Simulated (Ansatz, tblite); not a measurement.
# The cluster Mg2H2O3: rung by rung

An exercise on one series of results from a longer session: the logs are not shown, and one member is left open.

Computed with Ansatz 0.2.0, Gaussian basis. Level: as each input shows.

The runs, in order: GFN1-xTB, GFN2-xTB, PBE-D4/def2-TZVP, r2SCAN-D4/def2-TZVP, ωB97X-V/def2-TZVP, B3LYP-D4/def2-TZVP, LDA/def2-TZVP, HF/def2-TZVP, ωB97M-V/def2-TZVP, HSE06-D4/def2-TZVP, revPBE-D4/def2-TZVP, PBE-D4/def2-SVP, PBE0-D4/def2-SVP, HF/STO-3G, HF/6-31G, B3LYP-D4/6-31G, PBE0-D4/def2-TZVPD, PBE-D4/def2-TZVPD, r2SCAN-D4/def2-TZVPD, CCSD(T)/def2-TZVPP, MP2/def2-TZVP, RPA/def2-TZVP.

### The structure

The singlet was relaxed beforehand with r2SCAN-D4/def2-SVP. At that level it is the lowest of the isomers that a small search found.

7 atoms, charge 0, spin multiplicity 1.

Bond lengths: Mg1–O3 1.895 Å, Mg1–O4 2.025 Å, Mg1–O5 2.025 Å, Mg2–O3 1.895 Å, Mg2–O4 2.025 Å, Mg2–O5 2.025 Å, O4–H6 0.965 Å, O5–H7 0.965 Å. Angles: O3–Mg1–O4 92.6°, O3–Mg1–O5 92.6°, O4–Mg1–O5 79.8°, O3–Mg2–O4 92.6°, O3–Mg2–O5 92.6°, O4–Mg2–O5 79.8°, Mg1–O3–Mg2 76.0°, Mg1–O4–Mg2 70.3°, Mg1–O4–H6 119.6°, Mg2–O4–H6 119.6°, Mg1–O5–Mg2 70.3°, Mg1–O5–H7 119.5°, Mg2–O5–H7 119.5°.

PBE0-D4/def2-TZVP was run before; its log isn't repeated, and its numbers join the tables.

Set-up of the first run:

Tight binding, by tblite at 300 K electronic temperature and without a spin-polarisation term:

```python
tblite.interface.Calculator('GFN1-xTB', numbers, positions, charge=0, uhf=0).singlepoint()
```

Tight binding, by tblite at 300 K electronic temperature and without a spin-polarisation term:

```python
tblite.interface.Calculator('GFN2-xTB', numbers, positions, charge=0, uhf=0).singlepoint()
```

start.molden holds the orbitals of an earlier run on this state, given as this run's starting guess.

in.yaml reads:

```yaml
crystal:
  periodic: [false, false, false]
  atoms:
    - {symbol: Mg, position_ang: [0.471126, 0.718667, -0.844842]}
    - {symbol: Mg, position_ang: [0.127830, -0.805871, 0.886868]}
    - {symbol: O, position_ang: [1.774386, -0.257628, 0.125021]}
    - {symbol: O, position_ang: [-0.793333, -0.861693, -0.915942]}
    - {symbol: O, position_ang: [-0.634066, 1.069415, 0.815664]}
    - {symbol: H, position_ang: [-0.611089, -1.590605, -1.521482]}
    - {symbol: H, position_ang: [-0.334854, 1.727705, 1.454714]}
basis:
  gaussian: {orbitals: def2-TZVP, initial_orbitals: start.molden}
hamiltonian: {xc: pbe, dispersion: d4}
scf: {omitted_lower_state_checks: [starts]}
output: {orbitals: {seedname: orbitals}}
```

The run is started by

```console
ansatz run in.yaml --threads 4 --pin off --events-out ev --progress --plain --max-ram 3916MiB
```

Among the steps run: PBE-D4/def2-TZVP; r2SCAN-D4/def2-TZVP; ωB97X-V/def2-TZVP; B3LYP-D4/def2-TZVP; LDA/def2-TZVP; HF/def2-TZVP; ωB97M-V/def2-TZVP; HSE06-D4/def2-TZVP; revPBE-D4/def2-TZVP; PBE-D4/def2-SVP; PBE0-D4/def2-SVP; HF/STO-3G; HF/6-31G; B3LYP-D4/6-31G; PBE0-D4/def2-TZVPD; PBE-D4/def2-TZVPD; r2SCAN-D4/def2-TZVPD; CCSD(T)/def2-TZVPP; MP2/def2-TZVP; RPA/def2-TZVP.

One of the session's tables, all rows but one given; the rest of the session is left out.

```
               level  HOMO (eV)  gap (eV)
           HF/STO-3G      -3.02     11.36
            HF/6-31G      -8.54      8.39
        HF/def2-TZVP      -8.51      8.46
       LDA/def2-TZVP      -4.18      1.18
     PBE-D4/def2-SVP      -3.87      0.97
    PBE-D4/def2-TZVP      -3.95      1.11
   PBE-D4/def2-TZVPD      -4.00      1.13
 revPBE-D4/def2-TZVP      -3.84      1.12
 r2SCAN-D4/def2-TZVP          ?         ?
r2SCAN-D4/def2-TZVPD      -4.03      1.65
      B3LYP-D4/6-31G      -4.90      2.30
  B3LYP-D4/def2-TZVP      -5.02      2.54
    PBE0-D4/def2-SVP      -5.10      2.92
   PBE0-D4/def2-TZVP      -5.17      3.05
  PBE0-D4/def2-TZVPD      -5.20      3.05
  HSE06-D4/def2-TZVP      -4.77      2.30
   ωB97X-V/def2-TZVP      -7.51      6.98
   ωB97M-V/def2-TZVP      -7.54      6.65
```

**Question.** Estimate the row for r2SCAN-D4/def2-TZVP.

The run gave: HOMO (eV): -4.01; gap (eV): 1.64. In the column «HOMO (eV)» it lies between r2SCAN-D4/def2-TZVPD (-4.03) and PBE-D4/def2-TZVPD (-4.00).
